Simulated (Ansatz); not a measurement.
# PtPb: the cost of one run

Method: DFT LDA, scalar-relativistic, in Ansatz 0.2.0.

### Step 1. The system as given

The structure is hexagonal, space group P6_3/mmc (No. 194). The conventional cell has a = 4.250 Å, b = 4.250 Å, c = 5.456 Å, α = 90.00°, β = 90.00°, γ = 120.00°. Around Pt (site symmetry -6m2) lie 6 Pb at 2.81 Å. Pb (site symmetry -3m) has 2 Pb at 2.73 Å and 6 Pt at 2.81 Å as nearest neighbours.

As a file:

```cif
data_structure
_symmetry_space_group_name_H-M 'P 1'
_symmetry_Int_Tables_number 1
_cell_length_a 4.2500
_cell_length_b 4.2500
_cell_length_c 5.4560
_cell_angle_alpha 90.000
_cell_angle_beta 90.000
_cell_angle_gamma 120.000
_cell_volume 85.35
loop_
_atom_site_label
_atom_site_type_symbol
_atom_site_fract_x
_atom_site_fract_y
_atom_site_fract_z
_atom_site_occupancy
Pt1 Pt 0.33333 0.66667 0.25000 1
Pt2 Pt 0.66667 0.33333 0.75000 1
Pb1 Pb 0.00000 0.00000 0.00000 1
Pb2 Pb 0.00000 0.00000 0.50000 1
```

Atoms are numbered in the order of the input: Pt1, Pt2, Pb3, Pb4.

### Step 2. After the deformation

Space group P6_3/mmc before, P6_3/mmc after.

### Step 3. Full-potential LAPW

File input.yaml:

```yaml
crystal:
  lattice:
    - [4.1650008631, 0.0, 0.0]
    - [-2.0825004316, 3.6069965542, 0.0]
    - [0.0, 0.0, 5.456]
  atoms:
    - { symbol: Pt, position: [0.3333333333, 0.6666666667, 0.25] }
    - { symbol: Pt, position: [0.6666666667, 0.3333333333, 0.75] }
    - { symbol: Pb, position: [0.0, 0.0, 0.0] }
    - { symbol: Pb, position: [0.0, 0.0, 0.5] }
kpoints:
  mp_grid: { grid: [10, 10, 7] }
  band_path:
    path:
      - [0.0, 0.0, 0.0]
      - [0.5, 0.0, 0.0]
      - [0.3333333333, 0.3333333333, 0.0]
      - [0.0, 0.0, 0.0]
      - [0.0, 0.0, 0.5]
      - [0.5, 0.0, 0.5]
      - [0.3333333333, 0.3333333333, 0.5]
      - [0.0, 0.0, 0.5]
      - [0.5, 0.0, 0.5]
    npoints: 5
scf:
  occupations: { method: fermi_dirac, width: 0.05 }
hamiltonian:
  xc: lda
  pseudopotentials: { kind: all_electron, lapw: { basis_error: 0.0005 } }
output:
  forces: true
  stress: true
  eigenvalues: true
```

Started as:

```bash
> ansatz run input.yaml --threads 1 --pin off --max-ram 4096MiB --backend cpu --events-out ev --progress --plain --runs-dir out
```

Q: Estimate wall time and peak memory on 1 thread of Intel Xeon 6975P-C (Granite Rapids), shared host.

About 88 s, with a peak of 1.2 GiB.
